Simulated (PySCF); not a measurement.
# C4H11As: the cost of one run

The runs use PySCF 2.14.0; levels as typed in each script, gas phase, geometry from GFN2-xTB.

**1. The system as given**

SMILES `CC(C)(C)[AsH2]`, 16 atoms, charge 0, spin multiplicity 1.

Bond lengths: C1–C2 1.526 Å, C1–H6 1.091 Å, C1–H7 1.090 Å, C1–H8 1.092 Å, C2–C3 1.523 Å, C2–C4 1.527 Å, C2–As5 2.019 Å, C3–H9 1.091 Å, C3–H10 1.090 Å, C3–H11 1.091 Å, C4–H12 1.092 Å, C4–H13 1.091 Å, C4–H14 1.090 Å, As5–H15 1.504 Å, As5–H16 1.504 Å. Angles: C2–C1–H6 110.5°, C2–C1–H7 110.9°, C2–C1–H8 110.5°, H6–C1–H7 108.3°, H6–C1–H8 108.3°, H7–C1–H8 108.2°, C1–C2–C3 109.8°, C1–C2–C4 109.6°, C1–C2–As5 108.0°, C3–C2–C4 109.8°, C3–C2–As5 111.5°, C4–C2–As5 108.0°, C2–C3–H9 110.6°, C2–C3–H10 110.7°, C2–C3–H11 110.7°, H9–C3–H10 108.2°, H9–C3–H11 108.2°, H10–C3–H11 108.4° and more.

Coordinates:

```xyz
16
C4H11As
C     1.3243   -1.2373   -0.7369
C     0.8271   -0.0001    0.0061
C     1.3382   -0.0198    1.4411
C     1.3242    1.2571   -0.7027
As   -1.1910    0.0008   -0.0617
H     0.9626   -2.1452   -0.2512
H     2.4141   -1.2690   -0.7550
H     0.9653   -1.2336   -1.7678
H     2.4288   -0.0198    1.4609
H     0.9881   -0.9112    1.9624
H     0.9881    0.8571    1.9866
H     0.9653    1.2817   -1.7333
H     0.9625    2.1513   -0.1923
H     2.4140    1.2894   -0.7199
H    -1.3346    1.0417    1.0147
H    -1.3345   -1.0692    0.9858
```

**2. Localised orbitals (B3LYP/6-311g**)**

Contents of input.py:

```python
import numpy as np
from pyscf import gto, scf, dft, lo
from pyscf.data.elements import chemcore

def solve(mol, dm0=None, hcore=None):
    mf = (dft.UKS if mol.spin else dft.RKS)(mol, xc='b3lyp')
    mf.grids.level = 3
    mf = mf.density_fit(auxbasis='def2-universal-jkfit')
    mf.conv_tol, mf.max_cycle = 1e-8, 80
    if hcore is not None:
        mf.get_hcore = lambda *args: hcore
    mf.kernel(dm0)
    if not mf.converged:
        mf = mf.newton().run(mf.mo_coeff, mf.mo_occ, max_cycle=30)
    assert mf.converged, 'SCF not converged'
    return mf

mol = gto.M(atom='''
C      1.32431    -1.23731    -0.73693
C      0.82712    -0.00010     0.00614
C      1.33821    -0.01984     1.44106
C      1.32423     1.25711    -0.70274
As    -1.19100     0.00084    -0.06169
H      0.96264    -2.14519    -0.25122
H      2.41412    -1.26901    -0.75501
H      0.96534    -1.23365    -1.76780
H      2.42883    -0.01982     1.46091
H      0.98813    -0.91119     1.96238
H      0.98807     0.85712     1.98661
H      0.96525     1.28168    -1.73333
H      0.96250     2.15132    -0.19234
H      2.41404     1.28938    -0.71995
H     -1.33458     1.04166     1.01468
H     -1.33451    -1.06917     0.98575
''', basis='6-311g**', charge=0, spin=0, verbose=4)
mf = solve(mol)
occ_all = mf.mo_coeff[:, mf.mo_occ > 0]
occ = occ_all[:, chemcore(mol):]
pm = lo.PM(mol, occ, pop_method='meta_lowdin')
loc = pm.kernel()
for _ in range(5):
    new, stable = pm.stability_jacobi(return_status=True)
    if stable:
        break
    loc = pm.kernel(new)
fock, s = mf.get_fock(), mf.get_ovlp()
ortho = lo.orth_ao(mol, 'meta_lowdin')
labels = mol.ao_labels(fmt=None)
vir = loc[:, :0]
both = np.hstack([loc, vir])
p = (ortho.T @ s @ both) ** 2
pop = np.array([p[[l[0] == a for l in labels]].sum(0) for a in range(mol.natm)])
spd = np.array([[p[[l[0] == a and l[2][-1] == k for l in labels]].sum(0) for k in 'spd'] for a in range(mol.natm)])
eps = np.einsum('pi,pq,qi->i', both, fock, both)
for i in np.argsort(eps):
    top = np.argsort(-pop[:, i])[:3]
    print('%3d %s %9.4f Eh ' % (i + 1, 'occ' if i < loc.shape[1] else 'vir', eps[i]), '  '.join('%s%d %.3f' % (mol.atom_symbol(a), a + 1, pop[a, i]) for a in top))
np.savez('result.npz', c=both, nocc=loc.shape[1], pop=pop, spd=spd, eps=eps, e=mf.e_tot)
```

The run is started by

```console
OMP_NUM_THREADS=1 python input.py
```

**Question.** How long does this run take on 1 thread of Intel Xeon Platinum 8175M at 2.50GHz (Skylake/Cascade Lake), shared host, and how much memory does it need?

About 38 s, with a peak of 0.74 GiB.
